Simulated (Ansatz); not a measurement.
# Al3V2N5: the cost of one run

Computed with Ansatz 0.2.0 (DFT PBE, scalar-relativistic, plane waves, PAW, unless a step's input says otherwise).

### 1 Starting point

The structure is trigonal, space group R-3m (No. 166). The conventional cell has a = 3.291 Å, b = 3.291 Å, c = 40.306 Å, α = 90.00°, β = 90.00°, γ = 120.00°. Al (site symmetry -3m) has 6 N at 2.33 Å as nearest neighbours. Al (site symmetry 3m) is surrounded by 6 N at 2.33 Å. Around V (site symmetry 3m) lie 6 N at 2.33 Å. Around N (site symmetry 3m) lie 6 Al at 2.33 Å. Around N (site symmetry 3m) lie 3 Al at 2.33 Å and 3 V at 2.33 Å. N (site symmetry -3m) has 6 V at 2.33 Å as nearest neighbours.

Structure file:

```
CELL_PARAMETERS angstrom
1.64549 0.95002 13.43534
-1.64549 0.95002 13.43534
0.00000 -1.90004 13.43534
ATOMIC_POSITIONS crystal
Al 0.00000 0.00000 0.00000
Al 0.60000 0.60000 0.60000
Al 0.40000 0.40000 0.40000
V 0.20000 0.20000 0.20000
V 0.80000 0.80000 0.80000
N 0.30000 0.30000 0.30000
N 0.90000 0.90000 0.90000
N 0.50000 0.50000 0.50000
N 0.10000 0.10000 0.10000
N 0.70000 0.70000 0.70000
```

The start is an ordering of an alloy on its end members' structure types: elements ordered on the sites of the AlN type, V/Al on Al (R-3m, No. 166).

### 2 Probe: one point on a coarse mesh

input.yaml reads:

```yaml
crystal:
  lattice:
    - [1.64548691, 0.95002231, 13.43534438]
    - [-1.64548691, 0.95002231, 13.43534438]
    - [0.0, -1.90004462, 13.43534438]
  atoms:
    - { symbol: Al, position: [0.0, 0.0, 0.0] }
    - { symbol: Al, position: [0.6, 0.6, 0.6] }
    - { symbol: Al, position: [0.4, 0.4, 0.4] }
    - { symbol: V, position: [0.2, 0.2, 0.2], spin: 2.0 }
    - { symbol: V, position: [0.8, 0.8, 0.8], spin: 2.0 }
    - { symbol: "N", position: [0.3, 0.3, 0.3] }
    - { symbol: "N", position: [0.9, 0.9, 0.9] }
    - { symbol: "N", position: [0.5, 0.5, 0.5] }
    - { symbol: "N", position: [0.1, 0.1, 0.1] }
    - { symbol: "N", position: [0.7, 0.7, 0.7] }
basis:
  ecutwfc: 420
kpoints:
  mp_grid: { grid: [6, 6, 6] }
hamiltonian:
  xc: pbe
scf:
  occupations: { method: gaussian, width: 0.1 }
  lower_state_search: "off"
output:
  forces: true
  stress: true
  eigenvalues: true
  populations: true
magnetization:
  spin_polarized: true
```

Command:

```console
$ ansatz run input.yaml --threads 4 --pin off --max-ram 8192MiB --backend cpu --events-out ev --progress --plain --runs-dir out
```

**Question.** How long does this run take on 4 threads of Arm Neoverse V2, shared host, and how much memory does it need?

About 9.9 s, with a peak of 0.62 GiB.
